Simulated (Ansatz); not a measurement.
## SiRh3 in Ansatz: convergence with k mesh

SiRh3:

```
Rh Si
1.0
    -1.93357    1.93357    3.66934
     1.93357   -1.93357    3.66934
     1.93357    1.93357   -3.66934
Rh Si
3 1
Direct
  0.50000 0.50000 0.00000
  0.25000 0.75000 0.50000
  0.75000 0.25000 0.50000
  0.00000 0.00000 0.00000
```

The cell comes from a database or a generator and needn't be the stable form of this composition.

| Quantity | Value |
| --- | --- |
| Program | Ansatz 0.2.0 |
| Task | convergence study |
| Functional | r2SCAN |
| Potentials or basis | JTH PAW |
| Cutoff | 2100 eV (not typed: the program's choice for these potentials) |
| k mesh | 3 × 3 × 3 |
| Occupations | cold, width 0.05 eV |
| Spin | no spin polarisation |

These are the settings of the first run; the series varies k mesh, with any setting tied to it.

Hardware: 2 threads of Arm Neoverse V2, with other jobs on the host.

Question: The values tried are 3 × 3 × 3, 4 × 4 × 4, 5 × 5 × 5, 6 × 6 × 6, 7 × 7 × 7, 9 × 9 × 9, 11 × 11 × 11, 13 × 13 × 13, 16 × 16 × 16, loosest first. From which on does the energy stay within 1 meV/atom of the tightest run that finished?

Answer: From 9 × 9 × 9 on.

| k mesh | energy less the tightest run, at zero smearing (meV/atom) | pressure (GPa) | SCF cycles | CPU time (s) | peak memory (GiB) |
| --- | --- | --- | --- | --- | --- |
| 3 × 3 × 3 | 3.08 | -6.84 | 13 | 48 | 3.7 |
| 4 × 4 × 4 | -17.81 | -7.61 | 10 | 59 | 3.8 |
| 5 × 5 × 5 | 0.91 | -7.20 | 10 | 71 | 3.9 |
| 6 × 6 × 6 | 0.10 | -7.27 | 11 | 110 | 4.1 |
| 7 × 7 × 7 | 3.91 | -7.16 | 12 | 140 | 4.2 |
| 9 × 9 × 9 | 0.11 | -7.20 | 12 | 240 | 4.5 |
| 11 × 11 × 11 | -0.28 | -7.23 | 12 | 380 | 4.9 |
| 13 × 13 × 13 | 0.00 | -7.23 | 12 | 580 | 4.9 |
| 16 × 16 × 16 | timed out after 560 s | - | - | - | - |

Against the tightest run, the pressure stays within 0.1 GPa from 5 × 5 × 5 on. Meshes of other sizes hit other points, so gaps and Fermi surfaces needn't settle smoothly. The tightest run that finished is the yardstick and may itself not be fully converged.
